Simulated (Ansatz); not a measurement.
# Ba4CdBr: the cost of one run

Method: DFT PBE, scalar-relativistic, plane waves, PAW, in Ansatz 0.2.0.

## Step 1: The starting structure

Symmetry: P4/mmm, No. 123, tetragonal system. The conventional cell has a = 5.837 Å, b = 5.837 Å, c = 4.233 Å, α = 90.00°, β = 90.00°, γ = 90.00°. Ba (site symmetry m2m) is surrounded by 2 Ba at 1.94 Å and 2 Br at 2.52 Å. Cd (site symmetry 4/mmm) is surrounded by 16 Ba at 3.92 Å and 4 Br at 4.13 Å and 2 Cd at 4.23 Å. Br (site symmetry 4/mmm) is surrounded by 8 Ba at 2.52 Å.

Coordinates:

```cif
data_structure
_symmetry_space_group_name_H-M 'P4/mmm'
_symmetry_Int_Tables_number 123
_cell_length_a 5.8375
_cell_length_b 5.8375
_cell_length_c 4.2335
_cell_angle_alpha 90.000
_cell_angle_beta 90.000
_cell_angle_gamma 90.000
_cell_volume 144.26
loop_
_atom_site_label
_atom_site_type_symbol
_atom_site_symmetry_multiplicity
_atom_site_Wyckoff_symbol
_atom_site_fract_x
_atom_site_fract_y
_atom_site_fract_z
_atom_site_occupancy
Ba1 Ba 4 l 0.23472 0.00000 0.00000 1
Cd1 Cd 1 d 0.50000 0.50000 0.50000 1
Br1 Br 1 b 0.00000 0.00000 0.50000 1
```

A structure generator made this guess: random cell by space group and Wyckoff sites (P4/mmm, No. 123). The dimensions are guesses.

## Step 2: A first look at the guess

Contents of input.yaml:

```yaml
crystal:
  lattice:
    - [5.83749228, 0.0, 0.0]
    - [0.0, 5.83749228, 0.0]
    - [0.0, 0.0, 4.23347116]
  atoms:
    - { symbol: Ba, position: [0.23471681, 0.0, 0.0] }
    - { symbol: Ba, position: [0.76528319, 0.0, 0.0] }
    - { symbol: Ba, position: [0.0, 0.23471681, 0.0] }
    - { symbol: Ba, position: [0.0, 0.76528319, 0.0] }
    - { symbol: Cd, position: [0.5, 0.5, 0.5] }
    - { symbol: Br, position: [0.0, 0.0, 0.5] }
basis:
  ecutwfc: 420
kpoints:
  mp_grid: { grid: [4, 4, 4] }
hamiltonian:
  xc: pbe
scf:
  occupations: { method: gaussian, width: 0.1 }
  lower_state_search: "off"
output:
  forces: true
  stress: true
  eigenvalues: true
```

The run is started by

```bash
ansatz run input.yaml --threads 1 --pin off --max-ram 2560MiB --backend cpu --events-out ev --progress --plain --runs-dir out
```

Q: Estimate wall time and peak memory on 1 thread of INTEL XEON PLATINUM 8581C at 2.30GHz (Emerald Rapids), shared host.

About 7.8 s, with a peak of 0.47 GiB.
